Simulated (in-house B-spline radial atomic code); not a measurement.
**Excited states and polarisability of P³⁺ by several methods**

Aim: excitation energies, oscillator strengths, polarisability and C6 of P³⁺ by linear response on several mean fields, with the cost of each.

Program: in-house B-spline radial atomic code version 1. Level of theory: linear response of a closed shell, each method with its own adiabatic kernel; non-relativistic; B-spline basis; no spin-orbit coupling, no double excitations; only terms of natural parity, (−1)^L, with L up to 3 are computed. These are calculated values, not measurements, unless marked.

### 1 The system

| Item | Value |
| --- | --- |
| element | phosphorus (Z = 15) |
| charge | +3 |
| configuration | [Ne] 3s2 |
| runs | TDHF; BSE on G0W0@HF; LDA (VWN5); PBE; PBE0; B3LYP; CAM-B3LYP; LC-ωPBE; ωB97X; HSE06; BHandHLYP; BLYP; PBEsol; BP86; exchange-only LDA; B97-1; RPBE; OLYP |

Outer shells as boxes (Hund's rule):

P³⁺
```
[Ne] core
3s [↑↓]
```

### 2 TDHF

Settings, as recorded:

```ini
Z = 15
electrons = 12.0
configuration = [Ne] 3s2
hamiltonian = nr
method = hf
box_radius = 23.08
intervals = 52
```

The run is started by

```sh
$ python run_td.py task.json out
```

The settings of every run stand in task.json; they run in order.

### 3 BSE on G0W0@HF

Changes to the settings of step 2:

```diff
@@ -4,3 +4,3 @@
 hamiltonian = nr
-method = hf
+method = bse
 box_radius = 23.08
```

### 4 LDA (VWN5)

Changes to the settings of step 3:

```diff
@@ -4,3 +4,3 @@
 hamiltonian = nr
-method = bse
+method = lda,vwn
 box_radius = 23.08
```

### 5 PBE

Changes to the settings of step 4:

```diff
@@ -4,3 +4,3 @@
 hamiltonian = nr
-method = lda,vwn
+method = pbe,pbe
 box_radius = 23.08
```

### 6 PBE0

Changes to the settings of step 5:

```diff
@@ -4,3 +4,3 @@
 hamiltonian = nr
-method = pbe,pbe
+method = pbe0
 box_radius = 23.08
```

### 7 B3LYP

Changes to the settings of step 6:

```diff
@@ -4,3 +4,3 @@
 hamiltonian = nr
-method = pbe0
+method = b3lyp
 box_radius = 23.08
```

### 8 CAM-B3LYP

Changes to the settings of step 7:

```diff
@@ -4,3 +4,3 @@
 hamiltonian = nr
-method = b3lyp
+method = camb3lyp
 box_radius = 23.08
```

### 9 LC-ωPBE

Changes to the settings of step 8:

```diff
@@ -4,3 +4,3 @@
 hamiltonian = nr
-method = camb3lyp
+method = lc_wpbe
 box_radius = 23.08
```

### 10 ωB97X

Changes to the settings of step 9:

```diff
@@ -4,3 +4,3 @@
 hamiltonian = nr
-method = lc_wpbe
+method = wb97x
 box_radius = 23.08
```

### 11 HSE06

Changes to the settings of step 10:

```diff
@@ -4,3 +4,3 @@
 hamiltonian = nr
-method = wb97x
+method = hse06
 box_radius = 23.08
```

### 12 BHandHLYP

Changes to the settings of step 11:

```diff
@@ -4,3 +4,3 @@
 hamiltonian = nr
-method = hse06
+method = bhandhlyp
 box_radius = 23.08
```

### 13 BLYP

Changes to the settings of step 12:

```diff
@@ -4,3 +4,3 @@
 hamiltonian = nr
-method = bhandhlyp
+method = b88,lyp
 box_radius = 23.08
```

### 14 PBEsol

Changes to the settings of step 13:

```diff
@@ -4,3 +4,3 @@
 hamiltonian = nr
-method = b88,lyp
+method = pbesol
 box_radius = 23.08
```

### 15 BP86

Changes to the settings of step 14:

```diff
@@ -4,3 +4,3 @@
 hamiltonian = nr
-method = pbesol
+method = b88,p86
 box_radius = 23.08
```

### 16 exchange-only LDA

Changes to the settings of step 15:

```diff
@@ -4,3 +4,3 @@
 hamiltonian = nr
-method = b88,p86
+method = lda,
 box_radius = 23.08
```

### 17 B97-1

Changes to the settings of step 16:

```diff
@@ -4,3 +4,3 @@
 hamiltonian = nr
-method = lda,
+method = b97_1
 box_radius = 23.08
```

### 18 RPBE

Changes to the settings of step 17:

```diff
@@ -4,3 +4,3 @@
 hamiltonian = nr
-method = b97_1
+method = rpbe,pbe
 box_radius = 23.08
```

### 19 OLYP

Changes to the settings of step 18:

```diff
@@ -4,3 +4,3 @@
 hamiltonian = nr
-method = rpbe,pbe
+method = optx,lyp
 box_radius = 23.08
```

What does the calculation give? Wanted: for each run, threshold; 3s→3p ¹P; 3s→3p ³P, Tamm-Dancoff; α; C6.

The runs gave:

| run | threshold (eV) | 3s→3p ¹P (eV) | 3s→3p ³P, Tamm-Dancoff (eV) | α (bohr³) | C6 (hartree bohr⁶) | time |
| --- | --- | --- | --- | --- | --- | --- |
| TDHF | 49.883 | 12.663 | 7.103 | 7.164 | 18.76 | 0.1 s |
| BSE on G0W0@HF | 51.440 | 13.204 | 7.975 | 6.426 | 15.79 | 0.3 s |
| LDA (VWN5) | 45.636 | 13.113 | 8.506 | 6.485 | 16.05 | 0.1 s |
| PBE | 45.504 | 12.961 | 8.089 | 6.685 | 16.83 | 0.1 s |
| PBE0 | 46.847 | 12.854 | 7.935 | 6.829 | 17.38 | 0.2 s |
| B3LYP | 46.708 | 13.038 | 8.116 | 6.623 | 16.61 | 0.2 s |
| CAM-B3LYP | 48.454 | 13.035 | 8.102 | 6.629 | 16.63 | 0.3 s |
| LC-ωPBE | 49.970 | 12.753 | 7.787 | 6.885 | 17.54 | 0.3 s |
| ωB97X | 49.466 | 13.006 | 8.450 | 6.668 | 16.79 | 0.3 s |
| HSE06 | 46.470 | 12.933 | 8.023 | 6.748 | 17.09 | 0.2 s |
| BHandHLYP | 48.131 | 12.931 | 7.889 | 6.783 | 17.24 | 0.2 s |
| BLYP | 45.474 | 13.127 | 8.157 | 6.512 | 16.18 | 0.1 s |
| PBEsol | 45.444 | 12.953 | 8.075 | 6.678 | 16.79 | 0.1 s |
| BP86 | 45.660 | 13.010 | 8.118 | 6.632 | 16.63 | 0.1 s |
| exchange-only LDA | 44.233 | 13.136 | 7.791 | 6.504 | 16.17 | 0.1 s |
| B97-1 | 46.559 | 12.839 | 8.180 | 6.836 | 17.40 | 0.2 s |
| RPBE | 45.422 | 12.807 | 7.888 | 6.852 | 17.45 | 0.1 s |
| OLYP | 45.277 | 12.605 | 7.466 | 7.053 | 18.18 | 0.1 s |

**Reading.** α runs from 6.43 (BSE on G0W0@HF) to 7.16 bohr³ (TDHF). The semilocal functionals put the threshold at 44.2 to 45.7 eV, under Hartree-Fock's 49.9 eV, through self-interaction. In this BSE only levels near the gap carry their own quasi-particle shift; deeper ones move rigidly and higher empty ones not at all.
